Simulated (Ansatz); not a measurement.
# CH6AlInOS: basis-set convergence

The task here is to estimate one member of a computed series from the others.

Program: Ansatz 0.2.0, Gaussian basis. Level of theory: one geometry, several basis sets. These are calculated values, not measurements.

The runs, in order: PBE0-D4/def2-SVP; ωB97M-V/def2-SVP; PBE0-D4/def2-QZVPP; ωB97M-V/def2-QZVPP; the functionals' def2-TZVPP values are taken from earlier runs.

### Structure used throughout

All runs share one geometry, relaxed beforehand with PBE0-D4 in a triple-zeta def2 set. In takes the def2 core potential; no spin-orbit term is included.

SMILES `C[S][AlH][O][InH2]`, 11 atoms, charge 0, spin multiplicity 1.

Atoms are counted from 1 here; the program's logs count them from 0.

Bond lengths: C1–S2 1.822 Å, C1–H6 1.089 Å, C1–H7 1.089 Å, C1–H8 1.089 Å, S2–Al3 2.177 Å, Al3–O4 1.672 Å, Al3–H9 1.580 Å, O4–In5 1.976 Å, In5–H10 1.708 Å, In5–H11 1.708 Å. Angles: S2–C1–H6 111.1°, S2–C1–H7 108.8°, S2–C1–H8 109.0°, H6–C1–H7 109.3°, H6–C1–H8 109.4°, H7–C1–H8 109.2°, C1–S2–Al3 102.0°, S2–Al3–O4 120.0°, S2–Al3–H9 117.6°, O4–Al3–H9 122.5°, Al3–O4–In5 164.6°, O4–In5–H10 112.5°, O4–In5–H11 112.3°, H10–In5–H11 135.2°.

Set-up of the first run:

in.yaml reads:

```yaml
crystal:
  periodic: [false, false, false]
  atoms:
    - {symbol: C, position_ang: [-0.179797, 0.719195, 2.121524]}
    - {symbol: S, position_ang: [-0.408878, -1.088078, 2.167829]}
    - {symbol: Al, position_ang: [-0.194134, -1.626664, 0.069471]}
    - {symbol: O, position_ang: [0.101377, -0.440180, -1.070873]}
    - {symbol: In, position_ang: [0.403168, 0.554375, -2.751391]}
    - {symbol: H, position_ang: [0.028268, 1.062552, 1.109427]}
    - {symbol: H, position_ang: [0.653693, 0.984221, 2.771003]}
    - {symbol: H, position_ang: [-1.086096, 1.200386, 2.487498]}
    - {symbol: H, position_ang: [-0.323293, -3.154567, -0.310272]}
    - {symbol: H, position_ang: [-1.053717, 0.927519, -3.560988]}
    - {symbol: H, position_ang: [2.059398, 0.861252, -3.033238]}
basis:
  gaussian: {orbitals: def2-SVP}
hamiltonian: {xc: pbe0, dispersion: d4}
output: {orbitals: {seedname: orbitals}}
```

Launch:

```sh
$ ansatz run in.yaml --threads 4 --pin off --events-out ev --progress --plain --max-ram 10444MiB
```

Among the steps run: PBE0-D4 in def2-SVP; ωB97M-V in def2-SVP; PBE0-D4 in def2-QZVPP; ωB97M-V in def2-QZVPP.

One of the session's tables, all rows but one given; the rest of the session is left out.

| functional | basis | HOMO (eV) | LUMO (eV) |
| --- | --- | --- | --- |
| PBE0-D4 | def2-SVP | -6.64 | -1.67 |
| PBE0-D4 | def2-TZVPP | ? | ? |
| PBE0-D4 | def2-QZVPP | -6.78 | -1.73 |
| ωB97M-V | def2-SVP | -8.75 | -0.10 |
| ωB97M-V | def2-TZVPP | -8.92 | -0.31 |
| ωB97M-V | def2-QZVPP | -8.95 | -0.35 |

Estimate the missing values for PBE0-D4, def2-TZVPP.

The run gave: HOMO (eV): -6.76; LUMO (eV): -1.73. In the column «HOMO (eV)» it lies between PBE0-D4, def2-QZVPP (-6.78) and PBE0-D4, def2-SVP (-6.64).
